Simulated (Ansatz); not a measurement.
# SiSnO4: the band gap up the ladder of functionals

The task here is to estimate one member of a computed series from the others.

Code: Ansatz 0.2.0. PAW datasets, plane waves. No spin polarisation. The prototype was imposed, so other structures may be more stable.

## The system as given

The cell was relaxed beforehand with r2SCAN.

Space group Cmmm (No. 65), orthorhombic; a = 6.250 Å, b = 6.422 Å, c = 2.945 Å in the conventional setting, 9.85 Å³ an atom. Sn has 6 O at 2.01–2.07 Å; Si has 6 O at 1.75–1.86 Å; O has 2 Si at 1.86 Å and 1 Sn at 2.07 Å; O has 1 Si at 1.75 Å and 2 Sn at 2.01 Å.

Coordinates:

```cif
data_structure
_symmetry_space_group_name_H-M 'Cmmm'
_symmetry_Int_Tables_number 65
_cell_length_a 6.2503
_cell_length_b 6.4218
_cell_length_c 2.9446
_cell_angle_alpha 90.000
_cell_angle_beta 90.000
_cell_angle_gamma 90.000
_cell_volume 118.19
loop_
_atom_site_label
_atom_site_type_symbol
_atom_site_symmetry_multiplicity
_atom_site_Wyckoff_symbol
_atom_site_fract_x
_atom_site_fract_y
_atom_site_fract_z
_atom_site_occupancy
Sn1 Sn 2 c 0.00000 0.50000 0.50000 1
Si1 Si 2 a 0.00000 0.00000 0.00000 1
O1 O 4 j 0.00000 0.17758 0.50000 1
O2 O 4 g 0.21948 0.50000 0.00000 1
```

Set-up of the first run:

input.yaml

```yaml
crystal:
  lattice:
    - [3.2108761448, -3.1251266162, 0.0]
    - [3.2108761448, 3.1251266162, 0.0]
    - [0.0, 0.0, 2.9445852737]
  atoms:
    - { symbol: Sn, position: [0.5, 0.5, 0.5] }
    - { symbol: Si, position: [0.0, 0.0, 0.0] }
    - { symbol: O, position: [0.1775772535, 0.1775772535, 0.5] }
    - { symbol: O, position: [0.8224227465, 0.8224227465, 0.5] }
    - { symbol: O, position: [0.7194821305, 0.2805178695, 0.0] }
    - { symbol: O, position: [0.2805178695, 0.7194821305, 0.0] }
kpoints:
  mp_grid: { grid: [6, 6, 8] }
  band_path:
    path:
      - [[0.0, 0.0, 0.0], [0.5, 0.5, 0.0], [0.5131746777285, 0.4868253222715, 0.0]]
      - [[0.4868253222715, -0.4868253222715, 0.0], [0.0, 0.0, 0.0], [0.0, 0.0, 0.5], [0.4868253222715, -0.4868253222715, 0.5]]
      - [[0.5131746777285, 0.4868253222715, 0.5], [0.5, 0.5, 0.5], [0.5, 0.5, 0.0]]
      - [[0.0, 0.0, 0.0], [0.5, 5.024863104272e-18, 0.0], [0.5, 5.024863104272e-18, 0.5], [0.0, 0.0, 0.5], [0.5, 0.5, 0.5]]
    npoints: 10
hamiltonian:
  xc: pbe
scf:
  occupations: { method: fermi_dirac, width: 0.02 }
  n_extra_bands: 5
output:
  forces: true
  stress: true
  eigenvalues: true
```

On the command line:

```
> ansatz run input.yaml --threads 2 --pin off --max-ram 29491MiB --backend cpu --events-out ev --progress --plain --runs-dir out
```

Steps of the session up to this table: PBE bands along the symmetry lines; Single point with r2SCAN; HSE06 at the same geometry; PBE+SOC; PBE0.

One table of the session follows, with a row left open; its other results are not shown here.

| level | gap (eV) |
| --- | --- |
| PBE | 2.28 |
| r2SCAN | 3.02 |
| HSE06 | 4.15 |
| PBE+SOC | ? |
| PBE0 | 4.89 |

Estimate the missing values for PBE+SOC.

**Answer.** gap (eV): 2.29. In the column «gap (eV)» it lies between PBE (2.28) and r2SCAN (3.02).

Meshes: PBE 6×6×8, r2SCAN 6×6×8, HSE06 4×4×6, PBE+SOC 6×6×8, PBE0 4×4×6

Against HSE06, PBE is short by 1.87 eV, at 55 % of it, and r2SCAN 73 %. PBE0 lies 0.74 eV above HSE06, which differs from it by screening the long-range exchange.

Limits of these values: Warnings in the runs' records: stress scf threshold loose, stress exchange threshold loose.
